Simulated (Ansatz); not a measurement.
# CH4InN: ionisation energy by level of theory

One table from this session's results is given with a row withheld; the runs are named, their logs left out.

Computed with Ansatz 0.2.0, Gaussian basis. Level: unrestricted cation, the program's frozen cores in correlated methods.

The runs, in order: UKS PBE-D4/def2-TZVPP; UKS r2SCAN-D4/def2-TZVPP; UKS PBE0-D4/def2-TZVPP; UKS B3LYP-D4/def2-TZVPP; UKS wB97X-V/def2-TZVPP; UKS wB97M-V/def2-TZVPP; UKS B2PLYP/def2-TZVPP; UHF-CCSD(T)/def2-TZVPP; UHF-MP2/def2-QZVPP; extrapolation to the limit; then −ε(HOMO) from the neutral's earlier runs with LDA (SPW92), PBE-D4, revPBE-D4, BLYP-D4, r2SCAN-D4, B97M-V, PBE0-D4, B3LYP-D4, r2SCANh-D4, r2SCAN0-D4, HSE06-D4, BHLYP-D4, CAM-B3LYP-D4, LC-ωPBE, ωB97X-V, ωB97M-V.

### The relaxed structure

The geometry comes from an earlier relaxation with PBE0-D4 in a triple-zeta def2 set; it is a stationary point, not always the lowest conformer. In takes the def2 core potential; no spin-orbit term is included.

7 atoms, charge 0, spin multiplicity 1.

Atoms are counted from 1 here; the program's logs count them from 0.

Bond lengths: C1–N2 1.260 Å, C1–H4 1.093 Å, C1–H5 1.091 Å, N2–In3 2.591 Å, N2–H6 1.018 Å, In3–H7 1.860 Å. Angles: N2–C1–H4 123.9°, N2–C1–H5 118.6°, H4–C1–H5 117.5°, C1–N2–In3 126.3°, C1–N2–H6 114.1°, In3–N2–H6 119.6°, N2–In3–H7 81.4°.

The first run:

The input, in.yaml:

```yaml
crystal:
  periodic: [false, false, false]
  atoms:
    - {symbol: C, position_ang: [-1.093436, 0.471451, -0.432988]}
    - {symbol: N, position_ang: [-0.145944, -0.027009, 0.231592]}
    - {symbol: In, position_ang: [2.235590, -0.546015, -0.647769]}
    - {symbol: H, position_ang: [-2.085684, 0.673629, -0.021618]}
    - {symbol: H, position_ang: [-0.922406, 0.718799, -1.481454]}
    - {symbol: H, position_ang: [-0.380199, -0.231202, 1.200991]}
    - {symbol: H, position_ang: [2.453280, -1.127553, 1.105345]}
basis:
  gaussian: {orbitals: def2-TZVPP}
total_charge: 1
magnetization: {spin_polarized: true, initial_magnetization: 1}
hamiltonian: {xc: pbe, dispersion: d4}
```

On the command line:

```console
$ ansatz run in.yaml --threads 2 --pin off --events-out ev --progress --plain --max-ram 4352MiB
```

Among the steps run: Cation, UKS PBE-D4/def2-TZVPP; Cation, UKS r2SCAN-D4/def2-TZVPP; Cation, UKS PBE0-D4/def2-TZVPP; Cation, UKS B3LYP-D4/def2-TZVPP; Cation, UKS wB97X-V/def2-TZVPP; Cation, UKS wB97M-V/def2-TZVPP; Cation, UKS B2PLYP (frozen core)/def2-TZVPP; Cation, UHF-CCSD(T)/def2-TZVPP; Cation, UHF-MP2/def2-QZVPP.

One of the session's tables, all rows but one given; the rest of the session is left out.

Orbital estimates, from the neutral's runs:

```
  functional  −ε(HOMO) (eV)
 LDA (SPW92)           4.17
      PBE-D4           4.04
   revPBE-D4           3.98
     BLYP-D4           3.95
   r2SCAN-D4           4.23
      B97M-V           4.16
     PBE0-D4           4.91
    B3LYP-D4           4.80
  r2SCANh-D4           4.56
  r2SCAN0-D4           5.05
    HSE06-D4           4.52
    BHLYP-D4              ?
CAM-B3LYP-D4           6.10
     LC-ωPBE           7.21
     ωB97X-V           6.97
     ωB97M-V           6.91
```

Q: Estimate the row for BHLYP-D4 from the others.

Worked estimate for «−ε(HOMO) (eV)». Against the share of exact exchange, BLYP-D4 (0, 3.95), B3LYP-D4 (0.2, 4.80) give a slope of 4.25 per unit share; at 0.5 the line stands at 6.07.

The run gave: −ε(HOMO) (eV): 5.70. In «−ε(HOMO) (eV)» the line misses by +0.37.

Caveats from the session: The cation may have settled in a state other than its lowest; no search over hole states beyond the program's own was made.
